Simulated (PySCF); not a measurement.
# C4H11NOSi: electronic excitations

Aim: predict the electronic excitations of C4H11NOSi (`CCC/C=N/[SiH2]O`).

The runs use PySCF 2.14.0, with density-fitted response routines of our own; the level of theory stands in each step. All values are computed, except where a source is named. Atoms are numbered from 0 throughout.

## Step 1: Starting geometry

18 atoms, charge 0, multiplicity 1; geometry from: GFN2-xTB.

Bonds of the start (Å): C0–C1 1.52, C1–C2 1.53, C2–C3 1.49, C3–N4 1.25, N4–Si5 1.72, Si5–O6 1.63, C0–H7 1.09, C0–H8 1.09, C0–H9 1.09, C1–H10 1.09, C1–H11 1.09, C2–H12 1.09, C2–H13 1.09, C3–H14 1.10, Si5–H15 1.46, Si5–H16 1.46, O6–H17 0.95.

## Step 2: Excited states and response: PBE0/def2-SVPD

The job: settings as JSON, then the geometry in Å.

```
{"job": {"kind": "uv", "xc": "PBE0", "basis": "def2-SVPD", "nstates": 8, "ntriplets": 3}, "charge": 0, "multiplicity": 1}
C     -1.814915     0.908650    -1.206932
C     -2.088722    -0.409687    -0.493827
C     -1.158090    -0.603284     0.704766
C      0.266687    -0.763027     0.282625
N      1.203636    -0.156077     0.843424
Si     2.919522    -0.156376     0.675702
O      3.395101     1.397278     0.710124
H     -1.993457     1.747269    -0.537874
H     -2.463145     1.016754    -2.073472
H     -0.780244     0.952977    -1.539318
H     -3.125470    -0.430869    -0.151264
H     -1.951210    -1.239394    -1.191314
H     -1.239709     0.236192     1.396333
H     -1.444607    -1.515644     1.237561
H      0.417332    -1.462836    -0.553290
H      3.508340    -0.621827    -0.573592
H      3.373389    -0.901320     1.850510
H      2.966803     2.007537     1.304506
```

With the program's defaults for keys left out, this is: TDDFT PBE0/def2-SVPD, vertical, gas phase, core orbitals frozen in the response.

Run with:

```
$ OMP_NUM_THREADS=1 python probes_run.py task.json out
```

The driver reads the jobs from task.json and runs them one after another.

What will the session give for the following? lowest singlet (PBE0/def2-SVPD); brightest single state of those computed; lowest triplet. Wanted: lowest singlet; brightest single state of those computed; lowest triplet.

As calculated:

| quantity | value |
| --- | --- |
| lowest singlet (PBE0/def2-SVPD) | 4.27 eV (291 nm), f = 0.000 |
| brightest single state of those computed | state 7, 7.43 eV, f = 0.302 |
| lowest triplet | 3.68 eV |

**Reading.** The first singlet state (HOMO→LUMO 0.98) lies at 4.27 eV and is dark; of the 8 states computed, the strongest absorption comes from state 7 at 7.43 eV. The lowest triplet lies 0.58 eV below the lowest singlet (triplets in Tamm-Dancoff, singlets in full TDDFT). States above −ε(HOMO) lie where TDDFT describes them poorly and they hang on the basis; the brightest is among them.
